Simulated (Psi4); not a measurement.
# CH4BFOSi (SMILES O=CB[SiH2]F) at HF/def2-SVP

Aim: the energy change on altering one bond length of CH4BFOSi at HF/def2-SVP, from 2 runs. 

Program for the calculation: Psi4 1.11.

1 further run of the same task is left out (set aside as unsound or not needed).

## 1. The structure to begin with

The species is CH4BFOSi (9 atoms), meant as a singlet with charge 0. As SMILES, `O=CB[SiH2]F`. Geometry: relaxed at PBE0-D4/def2-TZVP. This is one conformer, not always the lowest.

Bond lengths: O1–C2 1.227 Å, C2–B3 1.522 Å, B3–Si4 2.001 Å, Si4–F5 1.610 Å, C2–H6 1.099 Å, B3–H7 1.195 Å, Si4–H8 1.489 Å, Si4–H9 1.486 Å. Some angles: O1–C2–B3 90.0°, C2–B3–Si4 120.9°, B3–Si4–F5 110.9°, O1–C2–H6 122.9°, B3–C2–H6 147.1°, C2–B3–H7 117.0°, Si4–B3–H7 122.0°, B3–Si4–H8 109.8°, B3–Si4–H9 112.6°, F5–Si4–H8 107.4°.

## 2. Energy and forces at HF/def2-SVP

File input.inp:

```
memory 1.6 GB

molecule m {
  0 1
  O
  C 1 1.226587
  B 2 1.521527 1 89.99081
  Si 3 2.001121 2 120.8934 1 86.88103
  F 4 1.609943 3 110.8642 2 7.41393
  H 2 1.099115 1 122.91273 3 -179.74894
  H 3 1.195067 2 116.9878 6 90.89079
  H 4 1.489336 5 107.39071 3 -119.89411
  H 4 1.486075 8 108.79138 5 115.73491
  symmetry c1
  no_reorient
  no_com
}

set basis def2-SVP
set puream true
set e_convergence 1e-09
set d_convergence 1e-08
set scf_type pk

E, wfn = gradient('hf', return_wfn=True)
oeprop(wfn, 'LOWDIN_CHARGES', 'DIPOLE', 'QUADRUPOLE', title='HF')
```

Command:

```bash
$ psi4 input.inp input.out -n 1
```

input.out:

```text
[...]
  Running in c1 symmetry.
[...]
  Nuclear repulsion =  199.769585756088134
[...]
  Multiplicity = 1
[...]
  Nalpha       = 23
  Nbeta        = 23
[...]
    Number of basis functions: 94
[...]
   @RHF iter   1:  -527.73588675634414   -1.04911e+00   4.33975e-03 DIIS/ADIIS
[...]
   @RHF iter  14:  -527.83180119201290   -5.11591e-12   6.78425e-09 DIIS
[...]
    Orbital Energies [Eh]
    ---------------------
    Doubly Occupied:
       1A    -68.789329     2A    -26.268196     3A    -20.601467
       4A    -11.353342     5A     -7.630354     6A     -6.157430
       7A     -4.269050     8A     -4.267262     9A     -4.266881
      10A     -1.549478    11A     -1.424204    12A     -0.865832
      13A     -0.786689    14A     -0.747950    15A     -0.669356
      16A     -0.659403    17A     -0.659086    18A     -0.624076
      19A     -0.596644    20A     -0.543784    21A     -0.482567
      22A     -0.440070    23A     -0.421336
[...]
  @RHF Final Energy:  -527.83180119201290
   => Energetics <=
    Nuclear Repulsion Energy =            199.7695857560881336
    One-Electron Energy =               -1127.0552016777551216
    Two-Electron Energy =                 399.4538147296540274
    Total Energy =                       -527.8318011920129038
[...]
  -Total Gradient:
     Atom            X                  Y                   Z
    ------   -----------------  -----------------  -----------------
       1       -0.000239490804    -0.006211925697    -0.036471267590
       2        0.000594669038    -0.015073538541     0.040123129787
       3        0.003395280633     0.011378115732    -0.005431519848
       4        0.000673785310     0.015394225251     0.002238047565
       5       -0.005732734487    -0.006093630034    -0.001305381459
       6        0.000280796002     0.003742252154     0.001801610609
       7        0.001098688878     0.000723211967    -0.000375196274
       8       -0.000490368821    -0.002056198429     0.001954544889
       9        0.000419374252    -0.001802512409    -0.002533967677
[...]
 Multipole Moments:
 ------------------------------------------------------------------------------------
     Multipole            Electronic (a.u.)      Nuclear  (a.u.)        Total (a.u.)
 ------------------------------------------------------------------------------------
 L = 1.  Multiply by 2.5417464519 to convert [e a0] to [Debye]
 Dipole X            :          1.9191386           -2.5930363           -0.6738977
 Dipole Y            :          2.0507902           -1.9576329            0.0931573
 Dipole Z            :          0.2427282            0.6375829            0.8803111
 Magnitude           :                                                    1.1125484
 L = 2.  Multiply by 1.3450342976 to convert [e a0^2] to [Debye ang]
 Quadrupole XX       :       -269.2021191          239.1301590          -30.0719601
 Quadrupole XY       :        133.0969181         -133.8586670           -0.7617490
[...]
```

It took 17 s on 1 thread of AMD EPYC, shared host; peak memory 0.33 GiB.

## 3. The distorted shape at the same level

File ch4bfosi.in:

```
memory 1600 MB

molecule mol {
  0 1
  O
  C 1 1.226587
  B 2 1.521527 1 89.99081
  Si 3 2.001121 2 120.8934 1 86.88103
  F 4 1.8514 3 110.86421 2 7.41393
  H 2 1.099115 1 122.91273 3 -179.74894
  H 3 1.195067 2 116.9878 6 90.89079
  H 4 1.489336 5 107.39071 3 -119.89411
  H 4 1.486075 8 108.79138 5 115.7349
  symmetry c1
}

set {
  puream        true
  e_convergence 1e-09
  d_convergence 1e-08
  scf_type      pk
}

E, wfn = gradient('scf/def2-SVP', return_wfn=True)
oeprop(wfn, 'MULLIKEN_CHARGES', 'WIBERG_LOWDIN_INDICES', 'QUADRUPOLE')
print_variables()
```

Command:

```bash
$ psi4 ch4bfosi.in ch4bfosi.out -n 1
```

ch4bfosi.out, cut to the lines that bear on the results:

```text
[...]
  Running in c1 symmetry.
[...]
  Nuclear repulsion =  192.960599725268168
[...]
  Multiplicity = 1
[...]
  Nalpha       = 23
  Nbeta        = 23
[...]
    Number of basis functions: 94
[...]
   @RHF iter   1:  -527.70031133548082   -1.24948e+00   4.67036e-03 ADIIS/DIIS
[...]
   @RHF iter  14:  -527.80828903066833   -9.89075e-12   7.32249e-09 DIIS
[...]
  @RHF Final Energy:  -527.80828903066833
   => Energetics <=
    Nuclear Repulsion Energy =            192.9605997252681675
    One-Electron Energy =               -1113.6684825550848927
    Two-Electron Energy =                 392.8995937991484197
    Total Energy =                       -527.8082890306683339
[...]
  -Total Gradient:
     Atom            X                  Y                   Z
    ------   -----------------  -----------------  -----------------
       1        0.000151847164    -0.004078378490    -0.037936364673
       2        0.000151452765    -0.016588193037     0.040501109915
       3        0.000538224176     0.006201341776    -0.004652242021
       4       -0.066123512308    -0.035708478083    -0.004263772018
       5        0.071783322495     0.053578170652     0.006071173606
       6        0.000202534427     0.004217683562     0.001708408542
       7       -0.000225842849     0.002022276174    -0.000274634180
       8       -0.003632859909    -0.004960047021     0.002389668686
       9       -0.002845165959    -0.004684375531    -0.003543347856
[...]
 Multipole Moments:
 ------------------------------------------------------------------------------------
[...]
  Mulliken Charges: (a.u.)
   Center  Symbol    Alpha    Beta     Spin     Total
       1     O     4.19876  4.19876  0.00000 -0.39753
       2     C     2.86317  2.86317  0.00000  0.27366
       3     B     2.50315  2.50315  0.00000 -0.00630
       4    SI     6.54094  6.54094  0.00000  0.91812
       5     F     4.78478  4.78478  0.00000 -0.56956
       6     H     0.46152  0.46152  0.00000  0.07696
       7     H     0.51499  0.51499  0.00000 -0.02999
       8     H     0.57119  0.57119  0.00000 -0.14239
       9     H     0.56149  0.56149  0.00000 -0.12298
   Total alpha = 23.00000, Total beta = 23.00000, Total charge =  0.00000
[...]
```

Wall time 15 s (1 thread of AMD EPYC, shared host); peak memory 0.33 GiB.

## 4. Results

At HF/def2-SVP:

```
                                                          quantity          value
                                         first shape: total energy  -527.83180 Eh
                                        first shape: dipole moment         2.83 D
                                          first shape: HOMO energy      -11.47 eV
                                          first shape: LUMO energy        2.32 eV
                                        first shape: HOMO–LUMO gap       13.78 eV
                             first shape: largest force on an atom     2.204 eV/Å
                                     distorted shape: total energy  -527.80829 Eh
                                    distorted shape: dipole moment         3.55 D
                                      distorted shape: HOMO energy      -11.75 eV
                                      distorted shape: LUMO energy        2.10 eV
                                    distorted shape: HOMO–LUMO gap       13.84 eV
                         distorted shape: largest force on an atom     4.617 eV/Å
energy change with the Si4–F5 bond stretched from 1.610 to 1.851 Å       0.640 eV
```

**Reading.** With the Si4–F5 bond stretched from 1.610 to 1.851 Å the energy rises by 0.64 eV (61.7 kJ/mol). The first shape isn't relaxed at this level, so the change isn't measured from a minimum. The largest force (first shape) is 2.20 eV/Å: the shape isn't a stationary point for this species at this level. Mulliken charges (distorted shape) run from -0.57 on F5 to +0.92 on Si4.
